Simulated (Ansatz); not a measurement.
Geometry optimisation, Ansatz 0.2.0, DFT PBE, scalar-relativistic, plane waves, PAW.

input.yaml

```yaml
accuracy: low
crystal:
  lattice:
    - [0.0, 5.66, 5.66]
    - [5.66, 0.0, 5.66]
    - [5.66, 5.66, 0.0]
  atoms:
    - { symbol: Ge, position: [0.0, 0.0, 0.0] }
    - { symbol: Ge, position: [0.125, 0.125, 0.125] }
    - { symbol: Ge, position: [0.0, 0.0, 0.5] }
    - { symbol: Ge, position: [0.125, 0.125, 0.625] }
    - { symbol: Ge, position: [0.0, 0.5, 0.0] }
    - { symbol: Ge, position: [0.125, 0.625, 0.125] }
    - { symbol: Ge, position: [0.0, 0.5, 0.5] }
    - { symbol: Ge, position: [0.125, 0.625, 0.625] }
    - { symbol: Ge, position: [0.5, 0.0, 0.0] }
    - { symbol: Ge, position: [0.625, 0.125, 0.125] }
    - { symbol: Ge, position: [0.5, 0.0, 0.5] }
    - { symbol: Ge, position: [0.625, 0.125, 0.625] }
    - { symbol: Ge, position: [0.5, 0.5, 0.0] }
    - { symbol: Ge, position: [0.625, 0.625, 0.125] }
    - { symbol: Ge, position: [0.5, 0.5, 0.5] }
    - { symbol: Ge, position: [0.625, 0.625, 0.625] }
    - { symbol: H, position: [0.2490797, 0.2393871, 0.7572223] }
basis:
  ecutwfc: 420.0
kpoints:
  mp_grid: { grid: [2, 2, 2] }
hamiltonian:
  xc: pbe
scf:
  occupations: { method: fermi_dirac, width: 0.05 }
  lower_state_search: "off"
relax:
  f_tol: 0.08
  max_steps: 25
  adjacent_minimum: "off"
```

Launched with:

```bash
$ ansatz run input.yaml --threads 2 --pin off --max-ram 5120MiB --backend cpu --events-out ev --progress --plain --runs-dir out
```

Task: Where does it end, and by what steps?

Result: It converged. The force dipped under the threshold on the way, but the program's further checks kept it going. Limits of this set-up: coarse k mesh, odd electron count without spin, a small cell, in which the defect meets its images, a typed lattice constant that wasn't relaxed here, low accuracy level. After 12 steps the energy has fallen by 0.273 eV; Ge2 moved furthest, 0.72 Å. Joined: Ge2–H17 (2.40 → 1.64 Å).

| step | energy less start (eV) | largest force component (eV/Å) | accepted |
| --- | --- | --- | --- |
| 0 | 0.0000 | 0.267 | yes |
| 1 | -0.0303 | 0.053 | yes |
| 2 | -0.0314 | 0.012 | yes |
| 3 | -0.0318 | 0.018 | yes |
| 4 | -0.0325 | 0.025 | yes |
| 5 | -0.0380 | 0.058 | yes |
| 6 | -0.0624 | 0.149 | yes |
| 7 | -0.1454 | 0.241 | yes |
| 8 | -0.1473 | 0.534 | yes |
| 9 | -0.2312 | 0.193 | yes |
| 10 | -0.2584 | 0.265 | yes |
| 11 | -0.2498 | 0.190 | no |
| 12 | -0.2728 | 0.057 | yes |

```xyz
17
Lattice="0.0000 5.6600 5.6600 5.6600 0.0000 5.6600 5.6600 5.6600 0.0000" Properties=species:S:1:pos:R:3
Ge -0.040 -0.038 -0.111
Ge 0.993 1.000 1.826
Ge 2.613 2.616 0.206
Ge 4.171 4.174 1.291
Ge 2.938 -0.033 2.861
Ge 4.320 1.494 4.166
Ge 5.724 2.934 2.761
Ge 7.188 4.186 4.305
Ge -0.038 2.945 2.862
Ge 1.493 4.322 4.167
Ge 2.932 5.728 2.761
Ge 4.184 7.191 4.305
Ge 2.880 2.882 5.602
Ge 4.315 4.321 6.993
Ge 5.724 5.727 5.560
Ge 7.126 7.129 7.021
H 5.716 5.717 2.789
```

Whether the end is a true minimum wasn't checked by a vibrational analysis.

Run time: 39 s on 2 threads of AMD EPYC 9R45 96-Core Processor (Zen 5) (shared host), peak memory 1 GiB.
